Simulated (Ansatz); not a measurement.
# SiNi2: the cost of one run

Method: DFT PBE, scalar-relativistic, plane waves, PAW, in Ansatz 0.2.0.

1 further run of the same task is left out (for a known fault of the program).

## Step 1: The structure to begin with

It takes space group Fd-3m (No. 227, cubic). The conventional cell has a = 5.470 Å, b = 5.470 Å, c = 5.470 Å, α = 90.00°, β = 90.00°, γ = 90.00°. Around Si (site symmetry -43m) lie 4 Si at 2.37 Å.

Coordinates:

```
Si
1.0
     0.00000    2.73505    2.73505
     2.73505    0.00000    2.73505
     2.73505    2.73505    0.00000
Si
2
Direct
  0.75000 0.75000 0.75000
  0.50000 0.50000 0.50000
```

It goes back to an entry of the Materials Project.

This cell was relaxed beforehand with the same method: volume 20.46 Å³/atom, gap on the mesh 0.65 eV.

## Step 2: The second crystal, SiNi2

The structure is orthorhombic, space group Pnma (No. 62). Conventional cell: a = 4.929 Å, b = 3.697 Å, c = 7.002 Å, α = 90.00°, β = 90.00°, γ = 90.00°. Si (site symmetry m) has 10 Ni at 2.29 to 2.68 Å as nearest neighbours. Ni (site symmetry m) has 5 Si at 2.32 to 2.55 Å and 8 Ni at 2.54 to 2.68 Å as nearest neighbours. Ni (site symmetry m) is surrounded by 5 Si at 2.29 to 2.68 Å and 8 Ni at 2.54 to 2.68 Å.

## Step 3: A first look at the start (SiNi2)

Contents of input.yaml:

```yaml
crystal:
  lattice:
    - [4.92873769, 0.0, 0.0]
    - [0.0, 3.69732692, 0.0]
    - [0.0, 0.0, 7.00206904]
  atoms:
    - { symbol: Si, position: [0.29079786, 0.25, 0.61334354] }
    - { symbol: Si, position: [0.70920214, 0.75, 0.38665646] }
    - { symbol: Si, position: [0.79079786, 0.25, 0.88665646] }
    - { symbol: Si, position: [0.20920214, 0.75, 0.11334354] }
    - { symbol: Ni, position: [0.45787963, 0.25, 0.29275013] }
    - { symbol: Ni, position: [0.54212037, 0.75, 0.70724987] }
    - { symbol: Ni, position: [0.95787963, 0.25, 0.20724987] }
    - { symbol: Ni, position: [0.04212037, 0.75, 0.79275013] }
    - { symbol: Ni, position: [0.32885332, 0.25, 0.93954786] }
    - { symbol: Ni, position: [0.67114668, 0.75, 0.06045214] }
    - { symbol: Ni, position: [0.82885332, 0.25, 0.56045214] }
    - { symbol: Ni, position: [0.17114668, 0.75, 0.43954786] }
basis:
  ecutwfc: 420
kpoints:
  mp_grid: { grid: [4, 6, 4] }
hamiltonian:
  xc: pbe
scf:
  occupations: { method: gaussian, width: 0.1 }
output:
  forces: true
  stress: true
  eigenvalues: true
```

The run is started by

```console
$ ansatz run input.yaml --threads 8 --pin off --max-ram 20480MiB --backend cpu --events-out ev --progress --plain --runs-dir out
```

**Question.** How long does this run take on 8 threads of Intel Xeon Platinum 8259CL at 2.50GHz (Skylake/Cascade Lake), shared host, and how much memory does it need?

About 7.3 s, with a peak of 1 GiB.
